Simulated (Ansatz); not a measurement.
# C3H8CdO2: the cost of one run

Computed with Ansatz 0.2.0, Gaussian basis. Level: one geometry, several basis sets.

Levels to be run: PBE0-D4/def2-SVP; ωB97M-V/def2-SVP; PBE0-D4/def2-QZVPP; ωB97M-V/def2-QZVPP; the functionals' def2-TZVPP values are taken from earlier runs.

1 further run of the same task is left out (for a known fault of the program).

### 1 The geometry

The geometry comes from an earlier relaxation with PBE0-D4 in a triple-zeta def2 set; it is a stationary point, not always the lowest conformer. Cd takes the def2 core potential; no spin-orbit term is included.

14 atoms, charge 0, spin multiplicity 1.

Atoms are counted from 1 here; the program's logs count them from 0.

Bond lengths: C1–C2 1.518 Å, C1–H7 1.093 Å, C1–H8 1.091 Å, C1–H9 1.093 Å, C2–C3 1.520 Å, C2–O4 1.405 Å, C2–H10 1.103 Å, C3–H11 1.093 Å, C3–H12 1.098 Å, C3–H13 1.094 Å, O4–Cd5 1.962 Å, Cd5–O6 1.960 Å, O6–H14 0.960 Å. Angles: C2–C1–H7 110.0°, C2–C1–H8 110.0°, C2–C1–H9 111.2°, H7–C1–H8 108.2°, H7–C1–H9 108.7°, H8–C1–H9 108.6°, C1–C2–C3 111.2°, C1–C2–O4 107.3°, C1–C2–H10 108.0°, C3–C2–O4 112.5°, C3–C2–H10 107.9°, O4–C2–H10 110.0°, C2–C3–H11 111.8°, C2–C3–H12 111.0°, C2–C3–H13 110.1°, H11–C3–H12 107.1°, H11–C3–H13 108.4°, H12–C3–H13 108.5° and more.

As a file:

```
C    -1.7495    0.0540    1.1564
C    -0.5685   -0.4124    0.3240
C     0.7486   -0.0916    1.0113
O    -0.6785    0.1978   -0.9364
Cd    0.8081    0.2027   -2.2176
O     2.1474    0.1840   -3.6486
H    -1.6968    1.1354    1.3076
H    -2.6834   -0.1729    0.6402
H    -1.7623   -0.4368    2.1332
H    -0.6376   -1.5086    0.2190
H     0.8087   -0.5453    2.0041
H     1.5980   -0.4740    0.4306
H     0.8620    0.9913    1.1191
H     2.8039    0.8763   -3.5429
```

### 2 PBE0-D4 in def2-SVP

The input, in.yaml:

```yaml
crystal:
  periodic: [false, false, false]
  atoms:
    - {symbol: C, position_ang: [-1.749473, 0.053982, 1.156436]}
    - {symbol: C, position_ang: [-0.568536, -0.412354, 0.323984]}
    - {symbol: C, position_ang: [0.748629, -0.091579, 1.011338]}
    - {symbol: O, position_ang: [-0.678513, 0.197837, -0.936447]}
    - {symbol: Cd, position_ang: [0.808063, 0.202703, -2.217619]}
    - {symbol: O, position_ang: [2.147417, 0.183952, -3.648599]}
    - {symbol: H, position_ang: [-1.696803, 1.135414, 1.307585]}
    - {symbol: H, position_ang: [-2.683441, -0.172871, 0.640198]}
    - {symbol: H, position_ang: [-1.762292, -0.436789, 2.133194]}
    - {symbol: H, position_ang: [-0.637623, -1.508596, 0.218997]}
    - {symbol: H, position_ang: [0.808695, -0.545293, 2.004097]}
    - {symbol: H, position_ang: [1.597998, -0.473997, 0.430610]}
    - {symbol: H, position_ang: [0.861952, 0.991254, 1.119145]}
    - {symbol: H, position_ang: [2.803925, 0.876337, -3.542918]}
basis:
  gaussian: {orbitals: def2-SVP}
hamiltonian: {xc: pbe0, dispersion: d4}
output: {orbitals: {seedname: orbitals}}
```

On the command line:

```bash
$ ansatz run in.yaml --threads 2 --pin off --events-out ev --progress --plain --max-ram 20480MiB --backend cpu
```

What time and memory should one allow on 2 threads of AMD EPYC 7R13, shared host?

About 3 s, with a peak of 0.41 GiB.
